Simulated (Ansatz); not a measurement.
# AlBH3I (SMILES [AlH2][BH]I): functionals against CCSD(T) at one geometry

An exercise on one series of results from a longer session: the logs are not shown, and one member is left open.

Computed with Ansatz 0.2.0, Gaussian basis. Level: single points in def2-TZVPP.

Cores are frozen in the correlated methods. Filled d shells of the heavier atoms are correlated. Core potentials replace the inner electrons past krypton, and spin-orbit coupling is left out. B3LYP uses VWN-RPA correlation.

### Starting geometry

6 atoms, charge 0, spin multiplicity 1.

Atoms are counted from 1 here; the program's logs count them from 0.

Bond lengths: Al1–B2 2.130 Å, Al1–H4 1.541 Å, Al1–H5 1.544 Å, B2–I3 2.105 Å, B2–H6 1.169 Å. Angles: B2–Al1–H4 118.1°, B2–Al1–H5 125.8°, H4–Al1–H5 116.0°, Al1–B2–I3 98.8°, Al1–B2–H6 144.3°, I3–B2–H6 116.4°.

Coordinates:

```mol
AlBH3I
  3D, bonds by distance, orders not assigned

  6  5  0  0  0  0  0  0  0  0999 V2000
   -0.7059    0.5039   -0.5693 Al  0  0
    0.8221   -0.0270    0.8164 B   0  0
    0.9769   -2.0750    0.3542 I   0  0
   -1.3166   -0.6120   -1.4393 H   0  0
   -1.3259    1.9082   -0.7365 H   0  0
    1.6055    0.3958    1.5739 H   0  0
  1  2  8  0
  1  4  8  0
  1  5  8  0
  2  3  8  0
  2  6  8  0
M  END
```

Set-up of the first run:

Input file run/in.yaml:

```yaml
crystal:
  periodic: [false, false, false]
  atoms:
    - {symbol: Al, position_ang: [-0.705900, 0.503900, -0.569300]}
    - {symbol: B, position_ang: [0.822100, -0.027000, 0.816400]}
    - {symbol: I, position_ang: [0.976900, -2.075000, 0.354200]}
    - {symbol: H, position_ang: [-1.316600, -0.612000, -1.439300]}
    - {symbol: H, position_ang: [-1.325900, 1.908200, -0.736500]}
    - {symbol: H, position_ang: [1.605500, 0.395800, 1.573900]}
basis:
  gaussian: {orbitals: def2-TZVPP}
correlation: {method: ccsd_t}
output: {forces: true}
```

No record of the launch command was kept for these runs.

Among the steps run: CCSD(T)/def2-TZVPP; PBE0-D4/def2-TZVPP; wB97M-V/def2-TZVPP; r2SCAN-D4/def2-TZVPP; PBE-D4/def2-TZVPP; HSE06-D4/def2-TZVPP; B3LYP-D4/def2-TZVPP.

One table of the session follows, with a row left open; its other results are not shown here.

| method | RMS force component (eV/Å) | angle to CCSD(T) forces (°) | dipole (D) |
| --- | --- | --- | --- |
| CCSD(T) | 0.420 | reference | 0.60 |
| PBE0-D4 | 0.433 | 7.1 | 0.63 |
| wB97M-V | 0.379 | 5.0 | 0.61 |
| r2SCAN-D4 | 0.444 | 6.8 | 0.66 |
| PBE-D4 | 0.490 | 10.9 | 0.70 |
| HSE06-D4 | 0.434 | 7.1 | 0.63 |
| B3LYP-D4 | ? | ? | ? |

Q: Estimate the row for B3LYP-D4 from the others.

The run gave: RMS force component (eV/Å): 0.434; angle to CCSD(T) forces (°): 10.7; dipole (D): 0.62.
